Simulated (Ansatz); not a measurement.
# CsGeF3: a single-point run

The task is a single-point run on CsGeF3. The structure is shown as the input types it. The cell is built on a prototype (cubic perovskite) and needn't be the phase found in nature.

Computed with Ansatz 0.2.0 (density functional or hybrid calculation with the settings of its input, plane waves (as first typed), unless a step's input says otherwise).

1 further run of the same task is left out (it didn't finish).

### Step 1. The starting structure

The structure is cubic, space group Pm-3m (No. 221). Conventional cell: a = 4.497 Å, b = 4.497 Å, c = 4.497 Å, α = 90.00°, β = 90.00°, γ = 90.00°. Cs (site symmetry m-3m) has 12 F at 3.18 Å as nearest neighbours. Ge (site symmetry m-3m) has 6 F at 2.25 Å as nearest neighbours. F (site symmetry 4/mmm) has 2 Ge at 2.25 Å and 4 Cs at 3.18 Å as nearest neighbours.

As a file:

```xyz
5
Lattice="4.4965 0.0000 0.0000 0.0000 4.4965 0.0000 0.0000 0.0000 4.4965" Properties=species:S:1:pos:R:3 pbc="T T T"
Cs    0.0000    0.0000    0.0000
Ge    2.2483    2.2483    2.2483
F     2.2483    2.2483    0.0000
F     2.2483    0.0000    2.2483
F     0.0000    2.2483    2.2483
```

### Step 2. Running it

File input.yaml:

```yaml
crystal:
  lattice:
    - [4.4965198488, 0.0, 0.0]
    - [0.0, 4.4965198488, 0.0]
    - [0.0, 0.0, 4.4965198488]
  atoms:
    - { symbol: Cs, position: [0.0, 0.0, 0.0] }
    - { symbol: Ge, position: [0.5, 0.5, 0.5] }
    - { symbol: F, position: [0.5, 0.5, 0.0] }
    - { symbol: F, position: [0.5, 0.0, 0.5] }
    - { symbol: F, position: [0.0, 0.5, 0.5] }
kpoints:
  mp_grid: { grid: [4, 4, 4] }
hamiltonian:
  xc: pbe
scf:
  occupations: { method: fixed }
  n_extra_bands: 5
  max_iter: 50
output:
  forces: true
  stress: true
  eigenvalues: true
basis:
  ecutrho_ratio: 2
```

The run is started by

```console
$ ansatz run input.yaml --threads 4 --pin off --max-ram 4608MiB --backend cpu --events-out ev --progress --plain --runs-dir out
```

What happens when this is run?

The run converged and reported no error, with warnings (cutoff below recommended). Its log warns: «basis.ecutrho_ratio = 2 (ecutrho = 840 eV) is below the records' recommended 1680 eV»

In the input, basis.ecutrho_ratio is 2. The grid or cutoff for the density and potential is too coarse for the wavefunction basis: a density holds Fourier components up to twice the waves' wavevector.

To check: delete basis.ecutrho_ratio (the default then holds).
